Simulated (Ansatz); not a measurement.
# CH4BNOSi: the cost of one run

Method: the settings change from run to run; program: Ansatz 0.2.0, Gaussian basis.

## (1) The geometry

The geometry comes from an earlier relaxation with PBE0-D4 in a triple-zeta def2 set; it is a stationary point, not always the lowest conformer.

SMILES `OB1C=N[SiH2]1`, 9 atoms, charge 0, spin multiplicity 1.

Atoms are counted from 1 here; the program's logs count them from 0.

Bond lengths: O1–B2 1.339 Å, O1–H6 0.961 Å, B2–C3 1.582 Å, B2–Si5 2.026 Å, C3–N4 1.294 Å, C3–H7 1.098 Å, N4–Si5 1.807 Å, Si5–H8 1.490 Å, Si5–H9 1.490 Å. Angles: B2–O1–H6 114.1°, O1–B2–C3 130.0°, O1–B2–Si5 149.3°, C3–B2–Si5 80.7°, B2–C3–N4 107.2°, B2–C3–H7 132.8°, N4–C3–H7 120.0°, C3–N4–Si5 97.8°, B2–Si5–N4 74.3°, B2–Si5–H8 122.4°, B2–Si5–H9 122.5°, N4–Si5–H8 112.7°, N4–Si5–H9 112.8°, H8–Si5–H9 107.3°.

## (2) SVWN5/ANO-RCC-VTZP

Options: multiplicity 3, atoms shaken by 0.03 Å, the search for lower states set to light.

Contents of in.yaml:

```yaml
crystal:
  periodic: [false, false, false]
  atoms:
    - {symbol: O, position_ang: [-0.322081, 1.851639, -1.065084]}
    - {symbol: B, position_ang: [-0.055936, 0.717802, -0.459754]}
    - {symbol: C, position_ang: [1.032415, -0.474267, -0.836503]}
    - {symbol: N, position_ang: [0.872887, -1.405121, 0.091097]}
    - {symbol: Si, position_ang: [-0.402226, -0.668543, 1.044539]}
    - {symbol: H, position_ang: [-0.977360, 2.306586, -0.689389]}
    - {symbol: H, position_ang: [1.714923, -0.595407, -1.615338]}
    - {symbol: H, position_ang: [-0.021783, -0.349262, 2.441718]}
    - {symbol: H, position_ang: [-1.677044, -1.479752, 1.058877]}
basis:
  gaussian: {orbitals: ANO-RCC-VTZP}
magnetization: {spin_polarized: true, initial_magnetization: 2}
hamiltonian: {xc: {name: SVWN5}}
scf: {lower_state_search: light}
output: {forces: true}
```

The run is started by

```sh
> ansatz run in.yaml --threads 2 --pin off --events-out ev --progress --plain --max-ram 4352MiB
```

**Question.** How long does this run take on 2 threads of Arm Neoverse V1, shared host, and how much memory does it need?

About 12 s, with a peak of 0.57 GiB.
